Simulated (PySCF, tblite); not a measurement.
# C₅H₉OPSi: geometry, infrared bands and NMR shifts

What infrared bands and NMR shifts should C₅H₉OPSi (`O=C[Si]1(P)CC=CC1`) show?

Programs: tblite 0.8.0 and PySCF 2.14.0, with density-fitted response routines of our own. Each step states its level of theory. These are calculated values for one molecule in the gas phase, unless marked as measured. Atoms count from 0, in the outputs and in this text.

### 1 Starting geometry

17 atoms, charge 0, multiplicity 1; geometry from: force field or distance geometry start.

Bonds of the start (Å): O0–C1 1.22, C1–Si2 1.83, Si2–P3 2.16, Si2–C4 1.90, C4–C5 1.47, C5–C6 1.28, C6–C7 1.48, C7–Si2 1.87, C1–H8 1.10, P3–H9 1.46, P3–H10 1.45, C4–H11 1.12, C4–H12 1.09, C5–H13 1.12, C6–H14 1.13, C7–H15 1.11, C7–H16 1.11.

### 2 Relaxing the molecule with GFN2-xTB

Job settings and geometry (Å):

```
{"job": {"kind": "relax", "xc": "GFN2-xTB", "basis": "xTB"}, "charge": 0, "multiplicity": 1}
O      0.494300     2.275900    -2.000400
C      0.938000     1.952300    -0.905600
Si     0.513200     0.332200    -0.176600
P      2.183000    -0.940600     0.335600
C     -0.815300    -0.561000    -1.201200
C     -1.545400    -1.229200    -0.115400
C     -1.440600    -0.741200     1.068000
C     -0.611600     0.456400     1.313500
H      1.609900     2.658400    -0.394100
H      2.998300    -0.379000     1.402500
H      2.958700    -1.232700    -0.860100
H     -1.441900     0.240900    -1.677800
H     -0.345300    -1.228000    -1.918500
H     -2.153900    -2.139200    -0.340100
H     -1.979700    -1.210200     1.947700
H     -0.068500     0.429300     2.275600
H     -1.300200     1.327800     1.236900
```

Command:

```sh
$ OMP_NUM_THREADS=1 python probes_run.py task.json out
```

One launch serves the whole session: the jobs run in the order shown.

**Question.** This job is followed by: GFN2-xTB harmonic vibrations, gas phase; GIAO PBE0/pcSseg-1 NMR shielding, non-relativistic, gas phase. What will the session give for the following? strongest single infrared mode (GFN2-xTB); zero-point energy (GFN2-xTB); 13C shifts against TMS (PBE0/pcSseg-1, means over atoms taken as alike); 1H shifts against TMS (PBE0/pcSseg-1, means over atoms taken as alike); 17O shifts against H2O (PBE0/pcSseg-1); 29Si shifts against TMS (PBE0/pcSseg-1); 31P shifts against H3PO4 (PBE0/pcSseg-1); surface potential, 1st and 99th percentile.

**Answer**, as computed:

```
                                                               quantity                              value
                              strongest single infrared mode (GFN2-xTB)              1735 cm⁻¹, 262 km/mol
                                           zero-point energy (GFN2-xTB)                      76.5 kcal/mol
13C shifts against TMS (PBE0/pcSseg-1, means over atoms taken as alike)             244.6, 138.2, 19.8 ppm
 1H shifts against TMS (PBE0/pcSseg-1, means over atoms taken as alike)  12.34, 6.11, 2.01, 1.70, 1.28 ppm
                                 17O shifts against H2O (PBE0/pcSseg-1)                          907.8 ppm
                                29Si shifts against TMS (PBE0/pcSseg-1)                           -3.3 ppm
                               31P shifts against H3PO4 (PBE0/pcSseg-1)                         -303.6 ppm
                                  surface potential, 1st and 99th percentile                 -1.44 V and 1.25 V
```

Relaxing lowered the energy by 1.198 eV in 107 steps; the close pair that moved most is C1–Si2, from 1.827 to 1.934 Å. No mode is imaginary among the 45: a minimum at this level. The strongest single mode, at 1735 cm⁻¹, moves mainly C1 and O0. GFN2-xTB is a fitted tight-binding method: band positions and strengths are rough. Its intensities can rank the bands wrongly. At PBE0/pcSseg-1: The largest span, 1998 ppm, is at O0, where the paramagnetic term is -970 ppm. At PBE0/pcSseg-1, counted by nearest atom on the grid, the HOMO lies on O0 43 %; C1 13 %, the LUMO on C1 39 %; O0 29 %.
